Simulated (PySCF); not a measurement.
**RuS₂⁻: relaxation and vibrations of the quartet**

Aim: relax RuS₂⁻ as a quartet from a hand-made end-on geometry, check by its vibrations whether the end is a minimum, and collect its spectrum and constants.

Program: PySCF 2.14.0. Level of theory: PBE, basis Ru def2-SVPD with ECP28, S def2-SVPD, scalar-relativistic core potentials, no spin–orbit coupling, density fitting. These are calculated values, not measurements.

### Step 1. Where the work starts

3 atoms, charge -1, spin multiplicity 4.

Bond lengths: Ru1–S2 2.348 Å, S2–S3 2.047 Å. Angles: Ru1–S2–S3 119.9°.

```xyz
3
charge -1 multiplicity 4
Ru    0.0000    0.0000    0.0000
S     0.0000    0.0000    2.3484
S     1.7748    0.0000    3.3684
```

### Step 2. First SCF at the start

One driver script runs all steps and calls PySCF; scf.py shows how it sets up the SCF of each step. The optimiser is the driver's own. After this first run the driver tries any further starts and a stability analysis.

Input file scf.py:

```python
from pyscf import gto, scf, dft
mol = gto.M(atom='''
Ru     0.000000     0.000000     0.000000
S      0.000000     0.000000     2.348400
S      1.774800     0.000000     3.368400''',
    basis={'Ru': 'def2-SVPD', 'S': 'def2-SVPD'},
    ecp={'Ru': 'def2-SVPD'},
    charge=-1, spin=3)
mf = dft.UKS(mol, xc='PBE')
mf.grids.atom_grid = (50, 194)
aux = {'Ru': 'def2-universal-JKFIT', 'S': 'def2-universal-JKFIT'}
mf = mf.density_fit(auxbasis=aux)
mf.conv_tol = 1e-08
mf.diis_space = 10
mf.max_cycle = 60
mf.init_guess = 'minao'
mf.verbose = 4
mf.kernel()
```

The run is started by

```console
OMP_NUM_THREADS=2 python axn.py task.json out
```

The runs that follow: Relaxation: end-on start, quartet; Frequencies.

**Question.** What will these runs give? Wanted: minimum; geometry; wavenumbers; dipole moment; highest occupied, lowest empty level; polar-tensor charge of Ru1; zero-point energy; ⟨S²⟩.

The runs gave:

```
                                          quantity                             value
                                           minimum                      quartet, C2v
                                          geometry  Ru–S 2.132 Å (×2); S–Ru–S 117.8°
                                wavenumbers (cm⁻¹)      122 (a1), 460 (a1), 472 (b2)
                    dipole moment (centre of mass)                            2.92 D
highest occupied, lowest empty level (either spin)                     0.20, 0.60 eV
                        polar-tensor charge of Ru1                           +0.41 e
                                 zero-point energy                        6.3 kJ/mol
                               entropy at 298.15 K                   307.5 J/(mol K)
                                              ⟨S²⟩                             3.763
```

**Reading.** The end-on start (Cs) ends in a minimum of C2v symmetry. The strongest infrared band lies at 472 cm⁻¹ (b2, stretch). Most of the spin sits on Ru1 (Mulliken spin 2.20, against 3 for the whole molecule). Other starts or spin states, not run here, may lie lower. A highest occupied level above zero is common for anions with such functionals; it warns that the extra electron is poorly described. Open d and f shells are described by one determinant, and the ground state may have another occupation or spin.
